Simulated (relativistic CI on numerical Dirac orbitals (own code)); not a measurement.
# Ti: the cost of one run

Program: relativistic CI on numerical Dirac orbitals (own code) version 3. Level of theory: charge-transfer multiplet model of a cubic metal-ligand cluster with up to 2 ligand holes, Slater and spin-orbit integrals from Dirac-Coulomb-Breit ions, Slater integrals scaled by 0.7. These are calculated values, not measurements, unless marked.

### 1 What is computed

| Item | Value |
| --- | --- |
| ion | Ti³⁺ (Ti IV) |
| nuclear charge | 22 |
| electrons | 19 |
| d electrons | 1 |
| ligand holes at most | 2 |
| parameters | in eV; Veg, Vt2g hoppings, tenDq and tenDqL metal and ligand splittings (negative tenDq: tetrahedral), red the scaling of hopping with a core hole |
| temperature | 300 K |
| widths | Lorentz 1.4 eV, Gauss 0.8 eV |

### 2 Udd = 3.9 eV

Input settings:

```ini
cluster ion=Ti3+ d1 ligand_holes=2 slater_scale=0.7
Delta=5.3 Udd=3.9 Upd=4.7 tenDq=-0.2 tenDqL=0 Veg=1.1 Vt2g=-1.87 red=0.8
spectrum xps 3s T=300 lorentz=1.4 gauss=0.8
```

The run is started by

```
$ python run_levels.py task.json out
```

One command runs all members of the session, one after another, from task.json.

Q: Estimate wall time and peak memory on 1 thread of Neoverse-V2, shared host.

About 3 s, with a peak of 0.18 GiB.
